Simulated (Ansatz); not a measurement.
# CHAlGa: the cost of one run

Method: cc-pVDZ, all electrons in the functionals, frozen cores in the correlation of double hybrids and RPA; program: Ansatz 0.2.0, Gaussian basis.

The runs, in order: wB97M-V, B2PLYP, RPA-PBE, at charge 0, doublet; charge 0, quartet; charge 1, singlet; charge 1, triplet; displaced geometry v1; displaced geometry v2.

21 further runs of the same task are left out: 3 for a known fault of the program, 2 that didn't finish, 16 set aside as unsound or not needed.

## Step 1: What is computed

The geometry is a PBE0/def2-TZVP stationary point (not a proven minimum). No spin-orbit coupling is included. The filled d shell of Ga may be among the frozen orbitals whatever the setting's name suggests; the logs give the count.

4 atoms, charge 0, spin multiplicity 2.

Atoms are counted from 1 here; the program's logs count them from 0.

Bond lengths: Al1–C2 1.865 Å, C2–Ga3 1.908 Å, C2–H4 1.098 Å. Angles: Al1–C2–Ga3 122.6°, Al1–C2–H4 121.7°, Ga3–C2–H4 115.7°.

No dispersion term is added; wB97M-V holds VV10 nonlocal correlation.

The geometry shown and the zero of energy belong to the point charge 0, doublet. The yardstick, RCCSDT(Q), and other wave-function levels (R restricted, U unrestricted, valence and pair active spaces) come from earlier runs.

## Step 2: wB97M-V, charge 0, doublet

Contents of in.yaml:

```yaml
crystal:
  periodic: [false, false, false]
  atoms:
    - {symbol: Al, position_ang: [0.000000, -0.223190, 2.288777]}
    - {symbol: C, position_ang: [0.000000, 0.756460, 0.702219]}
    - {symbol: Ga, position_ang: [0.000000, -0.070755, -1.016840]}
    - {symbol: H, position_ang: [0.000000, 1.854907, 0.702710]}
basis:
  gaussian: {orbitals: cc-pVDZ}
magnetization: {spin_polarized: true, initial_magnetization: 1}
hamiltonian: {xc: {name: wB97M-V}}
output: {forces: true, orbitals: {seedname: orbitals}}
```

Command:

```console
> ansatz run in.yaml --threads 1 --pin off --events-out ev --progress --plain --max-ram 2393MiB
```

Q: Estimate wall time and peak memory on 1 thread of AMD EPYC 7B13, shared host.

About 21 s, with a peak of 0.31 GiB.
